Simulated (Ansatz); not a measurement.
**CH5GeN: one structure at several levels**

A test off equilibrium: a structure displaced at random from a GFN2-xTB minimum is computed at several levels, and each is set against CCSD(T).

The runs use Ansatz 0.2.0, Gaussian basis; single points in def2-TZVPP.

Cores are frozen in the correlated methods. Filled d shells of the heavier atoms are correlated.

## Step 1: Starting geometry

8 atoms, charge 0, spin multiplicity 1.

Atoms are counted from 1 here; the program's logs count them from 0.

Bond lengths: C1–N2 1.067 Å, C1–H4 1.193 Å, C1–H5 1.175 Å, N2–Ge3 1.838 Å, Ge3–H6 1.210 Å, Ge3–H7 1.506 Å. Angles: N2–C1–H4 141.8°, N2–C1–H5 124.6°, H4–C1–H5 91.2°, C1–N2–Ge3 118.7°, N2–Ge3–H6 127.6°, N2–Ge3–H7 92.4°, H6–Ge3–H7 134.6°.

As a file:

```mol
CH5GeN
  3D, bonds by distance, orders not assigned

  8  6  0  0  0  0  0  0  0  0999 V2000
   -0.3885    0.9117   -0.9880 C   0  0
    0.5424    0.4655   -0.7176 N   0  0
    0.6175   -0.5651    0.8022 Ge  0  0
   -1.5034    1.0681   -0.5937 H   0  0
   -0.5060    1.8018   -1.7465 H   0  0
    0.1784   -0.2975    1.8970 H   0  0
    1.8148   -1.3298    0.3019 H   0  0
   -0.2922   -2.0897    0.3564 H   0  0
  1  2  8  0
  1  4  8  0
  1  5  8  0
  2  3  8  0
  3  6  8  0
  3  7  8  0
M  END
```

## Step 2: CCSD(T)/def2-TZVPP

run/in.yaml

```yaml
crystal:
  periodic: [false, false, false]
  atoms:
    - {symbol: C, position_ang: [-0.388500, 0.911700, -0.988000]}
    - {symbol: N, position_ang: [0.542400, 0.465500, -0.717600]}
    - {symbol: Ge, position_ang: [0.617500, -0.565100, 0.802200]}
    - {symbol: H, position_ang: [-1.503400, 1.068100, -0.593700]}
    - {symbol: H, position_ang: [-0.506000, 1.801800, -1.746500]}
    - {symbol: H, position_ang: [0.178400, -0.297500, 1.897000]}
    - {symbol: H, position_ang: [1.814800, -1.329800, 0.301900]}
    - {symbol: H, position_ang: [-0.292200, -2.089700, 0.356400]}
basis:
  gaussian: {orbitals: def2-TZVPP}
correlation: {method: ccsd_t}
output: {forces: true}
```

No record of the launch command was kept for these runs.

## Step 3: PBE0-D4/def2-TZVPP

Edit run/in.yaml of step 2 so:

```diff
@@ -13,3 +13,3 @@
   gaussian: {orbitals: def2-TZVPP}
-correlation: {method: ccsd_t}
-output: {forces: true}
+hamiltonian: {xc: pbe0, dispersion: d4}
+output: {forces: true, orbitals: {seedname: orbitals}}
```

## Step 4: wB97M-V/def2-TZVPP

Edit run/in.yaml of step 3 so:

```diff
@@ -13,3 +13,3 @@
   gaussian: {orbitals: def2-TZVPP}
-hamiltonian: {xc: pbe0, dispersion: d4}
-output: {forces: true, orbitals: {seedname: orbitals}}
+hamiltonian: {xc: {name: wB97M-V}}
+output: {forces: true}
```

## Step 5: r2SCAN-D4/def2-TZVPP

Edit run/in.yaml of step 4 so:

```diff
@@ -13,3 +13,3 @@
   gaussian: {orbitals: def2-TZVPP}
-hamiltonian: {xc: {name: wB97M-V}}
+hamiltonian: {xc: r2scan, dispersion: d4}
 output: {forces: true}
```

## Step 6: PBE-D4/def2-TZVPP

Edit run/in.yaml of step 5 so:

```diff
@@ -13,3 +13,3 @@
   gaussian: {orbitals: def2-TZVPP}
-hamiltonian: {xc: r2scan, dispersion: d4}
+hamiltonian: {xc: pbe, dispersion: d4}
 output: {forces: true}
```

## Step 7: SPW92/def2-TZVPP

Edit run/in.yaml of step 6 so:

```diff
@@ -13,3 +13,3 @@
   gaussian: {orbitals: def2-TZVPP}
-hamiltonian: {xc: pbe, dispersion: d4}
+hamiltonian: {xc: lda}
 output: {forces: true}
```

## Step 8: BHLYP-D4/def2-TZVPP

Edit run/in.yaml of step 7 so:

```diff
@@ -13,3 +13,3 @@
   gaussian: {orbitals: def2-TZVPP}
-hamiltonian: {xc: lda}
+hamiltonian: {xc: {name: BHLYP}, dispersion: d4}
 output: {forces: true}
```

(Steps that only read results are left out.)

**Question.** What will these runs give? Wanted: energy less free atoms, CCSD(T)/def2-TZVPP; RMS force component; RMS force error; HOMO and LUMO, PBE0-D4; T1 diagnostic.

**Answer**, as computed:

```
                                  quantity                                                                                          value
energy less free atoms, CCSD(T)/def2-TZVPP                                                                                -480.5 kcal/mol
                       RMS force component                                                           8.084 to 8.593 eV/Å over the methods
                           RMS force error  PBE0-D4 0.370, wB97M-V 0.330, r2SCAN-D4 0.384, PBE-D4 0.356, SPW92 0.543, BHLYP-D4 0.568 eV/Å
                    HOMO and LUMO, PBE0-D4                                                                             -6.44 and -0.63 eV
                             T1 diagnostic                                                                                          0.013
```

What this shows: Against CCSD(T) the functionals' energies less atoms differ by -113.4 to -1.2 kcal/mol, PBE-D4 by -29.0 kcal/mol. A larger basis would deepen the CCSD(T) value, while the functionals are nearly converged already, so the order here is not reliable. The forces of wB97M-V come nearest to CCSD(T), those of BHLYP-D4 are farthest. Frozen-core CCSD(T) forces in triple zeta carry basis errors of their own, and this is one geometry, so small gaps rank nothing.
